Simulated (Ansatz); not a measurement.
# BH6NOSi: the cost of one run

All numbers below are computed with Ansatz 0.2.0 (RKS r2SCAN-D4/STO-3G).

**1. The system as given**

Bond lengths: B1–O2 1.311 Å, O2–Si3 1.620 Å, Si3–N4 1.718 Å, B1–H5 1.183 Å, B1–H6 1.180 Å, Si3–H7 1.470 Å, Si3–H8 1.461 Å, N4–H9 1.007 Å, N4–H10 1.006 Å. Angles: B1–O2–Si3 152.1°, O2–B1–H5 121.1°, O2–B1–H6 118.4°, H5–B1–H6 120.6°, O2–Si3–N4 103.2°, O2–Si3–H7 108.7°, O2–Si3–H8 108.0°, N4–Si3–H7 115.7°, N4–Si3–H8 108.1°, H7–Si3–H8 112.4°, Si3–N4–H9 119.9°, Si3–N4–H10 119.7°, H9–N4–H10 110.7°.

Coordinates:

```xyz
10

B    -1.7886    0.7288   -0.8215
O    -0.7122    0.3330   -0.1870
Si    0.4449   -0.7560    0.1289
N     1.5890    0.1416    1.0435
H    -2.2879    0.0551   -1.6553
H    -2.2466    1.7805   -0.5463
H     0.9354   -1.3058   -1.1434
H    -0.1254   -1.7831    0.9969
H     1.7588    1.1098    0.8229
H     2.4327   -0.3038    1.3614
```

**2. Relaxing end A**

The input, input.yaml:

```yaml
crystal:
  periodic: [false, false, false]
  atoms:
    - { symbol: B, position_ang: [-1.78862, 0.72878, -0.82152] }
    - { symbol: O, position_ang: [-0.71222, 0.33295, -0.18702] }
    - { symbol: Si, position_ang: [0.44487, -0.75601, 0.1289] }
    - { symbol: "N", position_ang: [1.58899, 0.14162, 1.04349] }
    - { symbol: H, position_ang: [-2.28789, 0.0551, -1.65533] }
    - { symbol: H, position_ang: [-2.24664, 1.78045, -0.54627] }
    - { symbol: H, position_ang: [0.93543, -1.3058, -1.14344] }
    - { symbol: H, position_ang: [-0.1254, -1.7831, 0.99692] }
    - { symbol: H, position_ang: [1.75877, 1.10984, 0.82291] }
    - { symbol: H, position_ang: [2.43272, -0.30384, 1.36137] }
basis:
  gaussian: { orbitals: STO-3G }
hamiltonian:
  xc: r2scan
  dispersion: d4
relax:
  f_tol: 0.015
  max_steps: 40
output:
  orbitals: {}
```

The run is started by

```
$ ansatz run input.yaml --threads 1 --pin off --max-ram 2048MiB --backend cpu --events-out ev --progress --plain --runs-dir out
```

What time and memory should one allow on 1 thread of Arm Neoverse V1, shared host?

About 1.9 min, with a peak of 0.16 GiB.
